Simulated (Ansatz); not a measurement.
**One shape, several levels: quartet CH6ClSi2**

Wanted: a comparison of 6 runs (UHF/3-21G, UHF/def2-SVP, UB3LYP/6-31G*, UPBE/def2-SVP, USVWN5/def2-SVP, UCCSD/def2-SVP) of quartet CH6ClSi2. 

Program for the calculation: Ansatz 0.2.0.

44 further runs of the same task are left out: 44 set aside as unsound or not needed.

**1. Starting point**

CH6ClSi2 has 10 atoms, charge 0, and is taken as a quartet. As SMILES of the parent species, `C[Si]([SiH3])Cl`. The coordinates come from a PBE0-D4/def2-TZVP relaxation. That shape belongs to the parent species and isn't relaxed for this state.

Bond lengths: C1–Si2 1.872 Å, Si2–Si3 2.338 Å, Si2–Cl4 2.073 Å, C1–H5 1.093 Å, C1–H6 1.094 Å, C1–H7 1.092 Å, Si3–H8 1.485 Å, Si3–H9 1.490 Å, Si3–H10 1.489 Å. Some angles: C1–Si2–Si3 115.2°, C1–Si2–Cl4 108.2°, Si3–Si2–Cl4 108.6°, Si2–C1–H5 110.0°, Si2–C1–H6 110.4°, Si2–C1–H7 110.6°, Si2–Si3–H8 109.0°, Si2–Si3–H9 112.4°, Si2–Si3–H10 108.4°, H5–C1–H6 108.7°.

**2. A single-point energy at UHF/3-21G (run 1)**

File input.yaml:

```yaml
crystal:
  periodic: [false, false, false]
  atoms:
    - symbol: C
      position_ang: [-0.817600, 1.375900, -0.759000]
    - symbol: Si
      position_ang: [-0.393400, -0.447400, -0.745400]
    - symbol: Si
      position_ang: [1.253500, -1.073900, 0.791400]
    - symbol: Cl
      position_ang: [-2.123100, -1.512600, -0.330000]
    - symbol: H
      position_ang: [0.078700, 1.966200, -0.965000]
    - symbol: H
      position_ang: [-1.223500, 1.680800, 0.209700]
    - symbol: H
      position_ang: [-1.561600, 1.592100, -1.528300]
    - symbol: H
      position_ang: [1.490500, -2.535600, 0.676400]
    - symbol: H
      position_ang: [0.871400, -0.750900, 2.195100]
    - symbol: H
      position_ang: [2.508200, -0.345800, 0.457800]
basis:
  gaussian:
    orbitals: 3-21G.json
magnetization:
  spin_polarized: true
  initial_magnetization: 3
hamiltonian:
  xc: hf
accuracy: high
output: {orbitals: {seedname: orbitals}}
```

The basis set 3-21G is read from a file made from the Basis Set Exchange's data (not shown).

Launch:

```bash
ansatz run input.yaml --threads 1 --pin off --max-ram 3480MiB --events-out events.jsonl --progress --plain --runs-dir runs
```

The log of the run:

```text
Warning: RAYON_NUM_THREADS=1 ignored (pool sized by the plan → 1); use --threads N
Functional definition: HF
  name "HF"
  exchange = exact_x
  correlation = 0
1402 factors; integrals over basis functions are off by at most 6.1e-9 eV
mean field evaluation 1: about -29195.5042 eV, gradient 1.2e1 eV
mean field evaluation 2: about -29195.9609 eV, gradient 1.3e1 eV
mean field evaluation 4: about -29197.4600 eV, gradient 1.9e0 eV
mean field evaluation 8: about -29197.5788 eV, gradient 3.5e-1 eV
mean field evaluation 16: about -29197.5900 eV, gradient 1.9e-5 eV
mean field evaluation 32: about -29197.5825 eV, gradient 1.7e-1 eV
mean field evaluation 64: about -29197.4985 eV, gradient 2.2e-1 eV
mean field evaluation 96: about -29197.4991 eV, gradient 5.7e-1 eV
mean field evaluation 128: about -29197.5485 eV, gradient 5.4e-1 eV
mean field evaluation 160: about -29197.5555 eV, gradient 8.5e-1 eV
mean field -29197.59004678 eV, -1072.9916433818 hartree, gradient 4.0e-8 eV, S^2 3.759213; 2 other end points of the search recorded, 0 dependent functions left out
reference -29197.59004678 eV, -1072.9916433818 hartree; 30, 27 occupied and 30, 33 virtual orbitals, 1402 factors
Total energy: -29197.59004678 eV, -1072.9916433818 hartree
```

Run time: 3.6 s. Hardware: 1 thread of Arm Neoverse V2, shared host; peak memory 0.2 GiB.

**3. A single-point energy at UHF/def2-SVP (run 2)**

File in.yaml:

```yaml
crystal:
  periodic: [false, false, false]
  atoms:
    - {symbol: C, position_ang: [-0.817600, 1.375900, -0.759000]}
    - {symbol: Si, position_ang: [-0.393400, -0.447400, -0.745400]}
    - {symbol: Si, position_ang: [1.253500, -1.073900, 0.791400]}
    - {symbol: Cl, position_ang: [-2.123100, -1.512600, -0.330000]}
    - {symbol: H, position_ang: [0.078700, 1.966200, -0.965000]}
    - {symbol: H, position_ang: [-1.223500, 1.680800, 0.209700]}
    - {symbol: H, position_ang: [-1.561600, 1.592100, -1.528300]}
    - {symbol: H, position_ang: [1.490500, -2.535600, 0.676400]}
    - {symbol: H, position_ang: [0.871400, -0.750900, 2.195100]}
    - {symbol: H, position_ang: [2.508200, -0.345800, 0.457800]}
basis:
  gaussian:
    orbitals: def2-SVP
magnetization:
  spin_polarized: true
  initial_magnetization: 3
hamiltonian:
  xc: hf
accuracy: high
output: {orbitals: {seedname: orbitals}}
```

Launch:

```bash
ansatz run in.yaml --threads 1 --pin off --max-ram 3480MiB --events-out events.jsonl --progress --plain --runs-dir runs
```

The log of the run, shortened:

```text
Warning: RAYON_NUM_THREADS=1 ignored (pool sized by the plan → 1); use --threads N
Functional definition: HF
  name "HF"
[...]
2141 factors; integrals over basis functions are off by at most 2.1e-8 eV
[...]
mean field -29338.07554488 eV, -1078.1543902124 hartree, gradient 1.7e-8 eV, S^2 3.760671; 2 other end points of the search recorded, 0 dependent functions left out
reference -29338.07554488 eV, -1078.1543902124 hartree; 30, 27 occupied and 68, 71 virtual orbitals, 2141 factors
Total energy: -29338.07554488 eV, -1078.1543902124 hartree
```

Wall time 13 s (1 thread of Arm Neoverse V2, shared host); peak memory 0.41 GiB.

**4. A single-point energy at UB3LYP/6-31G(d) (Cartesian functions) (run 3)**

File run.yaml:

```yaml
crystal:
  periodic: [false, false, false]
  atoms:
    - {symbol: C, position_ang: [-0.817600, 1.375900, -0.759000]}
    - {symbol: Si, position_ang: [-0.393400, -0.447400, -0.745400]}
    - {symbol: Si, position_ang: [1.253500, -1.073900, 0.791400]}
    - {symbol: Cl, position_ang: [-2.123100, -1.512600, -0.330000]}
    - {symbol: H, position_ang: [0.078700, 1.966200, -0.965000]}
    - {symbol: H, position_ang: [-1.223500, 1.680800, 0.209700]}
    - {symbol: H, position_ang: [-1.561600, 1.592100, -1.528300]}
    - {symbol: H, position_ang: [1.490500, -2.535600, 0.676400]}
    - {symbol: H, position_ang: [0.871400, -0.750900, 2.195100]}
    - {symbol: H, position_ang: [2.508200, -0.345800, 0.457800]}
basis:
  gaussian:
    orbitals: "6-31G*"
magnetization:
  spin_polarized: true
  initial_magnetization: 3
hamiltonian:
  xc: {name: B3LYP}
accuracy: high
output: {orbitals: {seedname: orbitals}}
```

Launch:

```bash
ansatz run run.yaml --threads 1 --pin off --max-ram 3480MiB --events-out events.jsonl --progress --plain --runs-dir runs
```

The log of the run:

```text
Warning: RAYON_NUM_THREADS=1 ignored (pool sized by the plan → 1); use --threads N
Functional definition: B3LYP
  name "B3LYP"
  parameter a0 = 0.2
  parameter ax = 0.72
  parameter ac = 0.81
  exchange = (1 - a0 - ax)*slater_x + ax*b88_x + a0*exact_x
  correlation = (1 - ac)*vwn_rpa_c + ac*lyp_c
1869 factors; integrals over basis functions are off by at most 3.7e-9 eV
mean field evaluation 1: about -29402.2157 eV, gradient 2.9e1 eV
mean field evaluation 2: about -29396.3434 eV, gradient 4.1e1 eV
mean field evaluation 4: about -29406.8190 eV, gradient 2.8e0 eV
mean field evaluation 8: about -29407.0643 eV, gradient 3.2e-1 eV
mean field evaluation 16: about -29407.0662 eV, gradient 4.5e-3 eV
mean field evaluation 32: about -29407.0662 eV, gradient 2.6e-7 eV
mean field -29407.06621001 eV, -1080.6897503923 hartree, gradient 5.6e-8 eV, S^2 3.753000; 4 other end points of the search recorded, 0 dependent functions left out
reference -29407.06625427 eV, -1080.6897520192 hartree; 30, 27 occupied and 54, 57 virtual orbitals, 1869 factors
Total energy: -29407.06625427 eV, -1080.6897520192 hartree
```

Run time: 23 s. Hardware: 1 thread of Arm Neoverse V2, shared host; peak memory 0.45 GiB.

Runs 4 to 5 aren't shown in full; the table further down has their settings and results.

**5. A single-point energy at UCCSD/def2-SVP (run 6)**

File job.yaml:

```yaml
crystal:
  periodic: [false, false, false]
  atoms:
    - {symbol: C, position_ang: [-0.817600, 1.375900, -0.759000]}
    - {symbol: Si, position_ang: [-0.393400, -0.447400, -0.745400]}
    - {symbol: Si, position_ang: [1.253500, -1.073900, 0.791400]}
    - {symbol: Cl, position_ang: [-2.123100, -1.512600, -0.330000]}
    - {symbol: H, position_ang: [0.078700, 1.966200, -0.965000]}
    - {symbol: H, position_ang: [-1.223500, 1.680800, 0.209700]}
    - {symbol: H, position_ang: [-1.561600, 1.592100, -1.528300]}
    - {symbol: H, position_ang: [1.490500, -2.535600, 0.676400]}
    - {symbol: H, position_ang: [0.871400, -0.750900, 2.195100]}
    - {symbol: H, position_ang: [2.508200, -0.345800, 0.457800]}
basis:
  gaussian:
    orbitals: def2-SVP
magnetization:
  spin_polarized: true
  initial_magnetization: 3
correlation:
  method: ccsd
  frozen_orbitals: {C: 1, Cl: 5, H: 0, Si: 5}
accuracy: high
scf:
  omitted_lower_state_checks: [cluster_reference, increment]
```

Launch:

```bash
ansatz run job.yaml --threads 1 --pin off --max-ram 3480MiB --events-out events.jsonl --progress --plain --runs-dir runs
```

The log of the run:

```text
Warning: RAYON_NUM_THREADS=1 ignored (pool sized by the plan → 1); use --threads N
[... 13 lines left out ...]
16 core orbitals not correlated: weight in the atoms' cores, before any rotation towards them, 1.000 or more for the frozen orbitals, at most 0.000 for the correlated occupied ones
[... 41 lines left out ...]
Total energy: -29352.12292694 eV, -1078.6706219814 hartree
Checks for a lower state left out: cluster_reference, increment
```

It took 92 s on 1 thread of Arm Neoverse V2, shared host; peak memory 1.1 GiB.

**6. All runs side by side**

```
run                                level  Cartesian functions  frozen core orbitals   energy (Eh)  HOMO energy (eV)   ⟨S²⟩  wall time
  1                            UHF/3-21G                   no                     –  -1072.991643             -3.90  3.759      3.6 s
  2                         UHF/def2-SVP                   no                     –  -1078.154390             -4.23  3.761       13 s
  3  UB3LYP/6-31G* (Cartesian functions)                  yes                     –  -1080.689752             -1.90  3.753       23 s
  4                        UPBE/def2-SVP                   no                     –  -1079.787142             -1.33  3.753       19 s
  5                      USVWN5/def2-SVP                   no                     –  -1076.127899             -1.29  3.752      9.9 s
  6                       UCCSD/def2-SVP                   no                    16  -1078.670622                 –  3.761       92 s
```

**7. Outcome**

| quantity | value |
| --- | --- |
| run 6: total energy | -1078.67062 Eh |
| run 6: correlation energy (16 core orbitals frozen) | -516.2 mEh |
| run 6: ⟨S²⟩ of the reference determinant | 3.761 |
| run 6: T1 diagnostic | 0.030 |

**Reading.** Totals of different functionals can't be ranked against each other. All runs together took 2.7 min, the longest 92 s.
